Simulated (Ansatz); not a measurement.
# MgO (rocksalt type): the cost of one run

Method: DFT LDA, with the methods named in each step, in Ansatz 0.2.0.

1 further run of the same task is left out (it didn't finish).

## (1) The starting structure

Symmetry: Fm-3m, No. 225, cubic system. Conventional cell: a = 4.159 Å, b = 4.159 Å, c = 4.159 Å, α = 90.00°, β = 90.00°, γ = 90.00°. Mg (site symmetry m-3m) is surrounded by 6 O at 2.08 Å. O (site symmetry m-3m) has 6 Mg at 2.08 Å as nearest neighbours.

Coordinates:

```xyz
2
Lattice="0.0000 2.0796 2.0796 2.0796 0.0000 2.0796 2.0796 2.0796 0.0000" Properties=species:S:1:pos:R:3 pbc="T T T"
Mg    0.0000    0.0000    0.0000
O     2.0796    2.0796    2.0796
```

Whether this phase is the stable one at these pressures isn't tested.

Atoms are numbered in the order of the input: Mg1, O2.

## (2) The reference volume, LAPW

Input file input.yaml:

```yaml
crystal:
  lattice:
    - [0.0, 2.0796222308, 2.0796222308]
    - [2.0796222308, 0.0, 2.0796222308]
    - [2.0796222308, 2.0796222308, 0.0]
  atoms:
    - { symbol: Mg, position: [0.0, 0.0, 0.0] }
    - { symbol: O, position: [0.5, 0.5, 0.5] }
kpoints:
  mp_grid: { grid: [15, 15, 15] }
  band_path:
    path:
      - [0.0, 0.0, 0.0]
      - [0.5, 0.0, 0.5]
      - [0.625, 0.25, 0.625]
      - [0.375, 0.375, 0.75]
      - [0.0, 0.0, 0.0]
      - [0.5, 0.5, 0.5]
      - [0.5, 0.25, 0.75]
      - [0.5, 0.0, 0.5]
    npoints: 14
scf:
  occupations: { method: fermi_dirac, width: 0.05 }
hamiltonian:
  xc: lda
  pseudopotentials: { kind: all_electron, lapw: { basis_error: 0.001 } }
output:
  forces: true
  stress: true
  eigenvalues: true
  populations: true
  dos: { projected: true, de: 0.2, e_range: [-14, 8] }
```

Run with:

```bash
$ ansatz run input.yaml --threads 1 --pin off --max-ram 2048MiB --backend cpu --events-out ev --progress --plain --runs-dir out
```

What time and memory should one allow on 1 thread of Arm Neoverse V2, shared host?

About 12 s, with a peak of 0.35 GiB.
